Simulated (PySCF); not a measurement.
# C3H7FO3Si: the cost of one run

Computed with PySCF 2.14.0, with density-fitted response routines of our own, on a single molecule in the gas phase. Atoms are numbered from 0 throughout.

### 1 The molecule as given

15 atoms, charge 0, multiplicity 1; geometry from: GFN2-xTB.

Bonds of the start (Å): O0–Si1 1.62, Si1–O2 1.65, O2–C3 1.35, C3–C4 1.54, C4–C5 1.53, C5–F6 1.37, C5–O7 1.40, O7–C3 1.45, O0–H8 0.96, Si1–H9 1.45, Si1–H10 1.46, C3–H11 1.10, C4–H12 1.09, C4–H13 1.08, C5–H14 1.10.

### 2 Ultraviolet spectrum: CAM-B3LYP/def2-SVPD

The job: settings as JSON, then the geometry in Å.

```
{"job": {"kind": "uv", "xc": "CAM-B3LYP", "basis": "def2-SVPD", "nstates": 8, "ntriplets": 3}, "charge": 0, "multiplicity": 1}
O      2.542609     0.872708     0.109079
Si     2.246649    -0.692470    -0.168791
O      0.638854    -0.985127    -0.414456
C     -0.384355    -0.539254     0.348500
C     -1.718270    -0.366171    -0.398760
C     -1.570476     1.099552    -0.002355
F     -2.506139     1.509628     0.906451
O     -0.333597     0.881255     0.611811
H      1.825192     1.438157     0.396748
H      2.747498    -1.083386    -1.472032
H      2.712123    -1.474079     0.974923
H     -0.445377    -1.091949     1.296859
H     -2.575958    -0.868995     0.035772
H     -1.639151    -0.561589    -1.463016
H     -1.544016     1.869708    -0.782646
```

Method: TDDFT CAM-B3LYP/def2-SVPD, vertical, gas phase, core orbitals frozen in the response.

Started as:

```console
> OMP_NUM_THREADS=1 python probes_run.py task.json out
```

One launch serves the whole session: the jobs run in the order shown.

**Question.** How long does this job take on 1 thread of Arm Neoverse N1, shared host, and how much memory does it need?

About 2 min, with a peak of 1.1 GiB.
